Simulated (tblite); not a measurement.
# C7H11O3S: the cost of one run

Computed with tblite 0.8.0 and PySCF 2.14.0, with density-fitted response routines of our own, on a single molecule in the gas phase. Atoms count from 0, in the outputs and in this text.

### 1 The molecule as given

22 atoms, charge -1, multiplicity 1; geometry from: force field or distance geometry start.

Bonds of the start (Å): C0–C1 1.53, C1–C2 1.52, C2–C3 1.48, C3–C4 1.49, C4–C5 1.55, C5–S6 1.76, S6–O7 1.49, S6–O8 1.50, S6–O9 1.69, C5–C10 1.52, C3–C1 1.46, C10–C3 1.47, C0–H11 1.12, C0–H12 1.09, C0–H13 1.11, C1–H14 1.10, C2–H15 1.09, C2–H16 1.12, C4–H17 1.10, C4–H18 1.10, C5–H19 1.10, C10–H20 1.13, C10–H21 1.11.

### 2 Relaxing the molecule with GFN2-xTB

Job settings and geometry (Å):

```
{"job": {"kind": "relax", "xc": "GFN2-xTB", "basis": "xTB"}, "charge": -1, "multiplicity": 1}
C      2.532900    -0.885000     0.559700
C      1.649900    -0.259600    -0.521500
C      1.569400     1.243800    -0.328600
C      0.370100     0.380700    -0.221600
C     -0.446300     0.175800     1.003600
C     -1.661500     0.505700     0.106100
S     -2.798600    -0.828400    -0.064000
O     -2.071800    -2.044100    -0.532600
O     -3.817200    -0.390200    -1.073400
O     -3.609300    -1.130200     1.386200
C     -0.774100     0.576700    -1.124200
H      3.008000    -0.073600     1.169800
H      3.350200    -1.438800     0.091800
H      1.957700    -1.554800     1.233200
H      1.804900    -0.637500    -1.538300
H      2.026000     1.682400     0.563800
H      1.617800     1.786600    -1.304400
H     -0.550200    -0.838600     1.427800
H     -0.350800     0.937300     1.797800
H     -2.160900     1.434600     0.406900
H     -0.719100     1.609000    -1.573900
H     -0.937300    -0.232200    -1.865800
```

On the command line:

```bash
OMP_NUM_THREADS=1 python probes_run.py task.json out
```

One launch serves the whole session: the jobs run in the order shown.

Q: Estimate the wall time and peak memory of this first job on 1 thread of Arm Neoverse V1, shared host.

About 1.3 s, with a peak of 0.18 GiB.
